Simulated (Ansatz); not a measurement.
**BH6NSeSi: a ladder of functionals and wavefunction methods**

One table from this session's results is given with a row withheld; the runs are named, their logs left out.

Computed with Ansatz 0.2.0, Gaussian basis. Level: functionals in def2-TZVPP, the program's frozen cores in correlated methods.

The runs, in order: PBE-D4, r2SCAN-D4, PBE0-D4, B3LYP-D4, ωB97X-V, ωB97M-V, B2PLYP; CCSD(T)/def2-TZVPP; MP2/def2-QZVPP; extrapolation to the limit.

## The geometry

The geometry comes from an earlier relaxation with PBE0-D4 in a triple-zeta def2 set; it is a stationary point, not always the lowest conformer.

10 atoms, charge 0, spin multiplicity 1.

Atoms are counted from 1 here; the program's logs count them from 0.

Bond lengths: N1–B2 1.387 Å, N1–H5 1.006 Å, N1–H6 1.006 Å, B2–Se3 1.962 Å, B2–H7 1.194 Å, Se3–Si4 2.271 Å, Si4–H8 1.486 Å, Si4–H9 1.490 Å, Si4–H10 1.482 Å. Angles: B2–N1–H5 121.3°, B2–N1–H6 125.1°, H5–N1–H6 113.5°, N1–B2–Se3 125.6°, N1–B2–H7 119.8°, Se3–B2–H7 114.6°, B2–Se3–Si4 100.5°, Se3–Si4–H8 111.7°, Se3–Si4–H9 110.8°, Se3–Si4–H10 107.6°, H8–Si4–H9 107.8°, H8–Si4–H10 109.6°, H9–Si4–H10 109.4°.

Set-up of the first run:

File in.yaml:

```yaml
crystal:
  periodic: [false, false, false]
  atoms:
    - {symbol: N, position_ang: [-0.828055, 1.192499, -0.750878]}
    - {symbol: B, position_ang: [0.244023, 0.635553, -1.431882]}
    - {symbol: Se, position_ang: [1.448941, -0.745417, -0.730106]}
    - {symbol: Si, position_ang: [0.460738, -1.180149, 1.267837]}
    - {symbol: H, position_ang: [-1.401724, 1.904069, -1.170653]}
    - {symbol: H, position_ang: [-1.088548, 0.973498, 0.195862]}
    - {symbol: H, position_ang: [0.497710, 1.000057, -2.539813]}
    - {symbol: H, position_ang: [-0.803883, -1.942740, 1.100506]}
    - {symbol: H, position_ang: [0.137017, 0.084458, 1.985332]}
    - {symbol: H, position_ang: [1.416981, -1.973027, 2.076692]}
basis:
  gaussian: {orbitals: def2-TZVPP}
hamiltonian: {xc: pbe, dispersion: d4}
output: {forces: true, orbitals: {seedname: orbitals}}
```

Started as:

```
ansatz run in.yaml --threads 4 --pin off --events-out ev --progress --plain --max-ram 10444MiB
```

Among the steps run: PBE-D4 (GGA); r2SCAN-D4 (meta-GGA); PBE0-D4 (hybrid); B3LYP-D4 (hybrid); ωB97X-V (range-separated); ωB97M-V (range-separated); B2PLYP (double hybrid); CCSD(T) in def2-TZVPP; MP2 in def2-QZVPP.

One of the session's tables, all rows but one given; the rest of the session is left out.

| method | atomisation energy (kJ/mol) |
| --- | --- |
| PBE-D4 | 3345.9 |
| r2SCAN-D4 | 3320.9 |
| PBE0-D4 | 3305.8 |
| B3LYP-D4 | 3324.7 |
| ωB97X-V | 3332.7 |
| ωB97M-V | 3319.9 |
| B2PLYP | 3276.4 |
| HF/def2-TZVPP | 2428.7 |
| MP2/def2-TZVPP | 3243.9 |
| CCSD/def2-TZVPP | 3174.8 |
| CCSD(T)/def2-TZVPP | ? |
| MP2/CBS | 3339.0 |
| CCSD(T)/CBS | 3314.8 |

Q: Estimate the row for CCSD(T)/def2-TZVPP from the others.

**Answer.** atomisation energy (kJ/mol): 3219.7. In the column «atomisation energy (kJ/mol)» it lies between CCSD/def2-TZVPP (3174.8) and MP2/def2-TZVPP (3243.9).

Among the levels timed on like hardware and quicker than the yardstick, those that no quicker one beats, quickest first: PBE-D4 (2.7 s, +31.1 kJ/mol); PBE0-D4 (3.3 s, -9.0 kJ/mol); r2SCAN-D4 (5.5 s, +6.1 kJ/mol); ωB97M-V (12 s, +5.1 kJ/mol).

B2PLYP carry no dispersion term (for B3LYP, D4 adds 37.0 kJ/mol).

To keep in mind: Free atoms (1 N, 1 B, 1 Se, 1 Si, 6 H) were run apart at each level; the atomisation energy is their sum less the molecule, without zero-point or spin-orbit terms. All levels share the lack of spin-orbit coupling, which lowers the free heavy atoms and so the true binding.
